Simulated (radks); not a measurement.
**Valence configurations of Ga**

An exercise on one series of results from a longer session: the logs are not shown, and one member is left open.

Program: radks (a radial shooting solver on a logarithmic mesh, Libxc functionals) version 1. Level of theory: Dirac Kohn-Sham, BLYP, spin-unpolarised, spherical densities, finite nucleus; open shells are shared between the two j in proportion to 2j + 1. These are calculated values, not measurements, unless marked.

**The atom as given**

- element: gallium (Z = 31)
- charge: 0
- electrons: 31
- configuration: [Ar] 3d10 4s2 4p1
- nuclear rms radius: 3.9973 fm
- others tried: 3d9.5 4s2 4p1.5; 3d10 4s1.5 4p1.5; 3d9.5 4s1.5 4p2; 3d9.5 4s0.5 4p3; 3d10 4s1 4p2; 3d9 4s2 4p2; 3d8 4s2 4p3; 3d7 4s2 4p4

The outer shells:

Ga
```
[Ar] core
3d [↑↓][↑↓][↑↓][↑↓][↑↓]
4s [↑↓]
4p [↑ ][  ][  ]
```

Set-up of the first run:

The run's settings:

```text
Z 31
configuration [Ar] 3d10 4s2 4p1
relativity Dirac
functional b88,lyp
spin unpolarised
j_filling average
nucleus finite rms 3.9973 fm
c 137.035999084
```

Steps of the session up to this table: [Ar] 3d10 4s2 4p1.

One of the session's tables, all rows but one given; the rest of the session is left out.

Radial moments (bohr):

```
level     <r>  outermost maximum (interpolated)  90 % within  nodes
3s1/2  0.6518                             0.564        0.977      2
3p1/2       ?                                 ?            ?      ?
3p3/2  0.6827                             0.569         1.05      1
3d3/2  0.8076                             0.531         1.40      0
3d5/2  0.8141                             0.534         1.41      0
4s1/2   2.336                              1.88         3.58      3
4p1/2   3.397                              2.50         5.48      2
4p3/2   3.470                              2.55         5.60      2
```

Estimate the missing values for 3p1/2.

As computed: <r>: 0.6719; outermost maximum (interpolated): 0.561; 90 % within: 1.04; nodes: 1. In the column «<r>» it lies between 3s1/2 (0.6518) and 3p3/2 (0.6827).
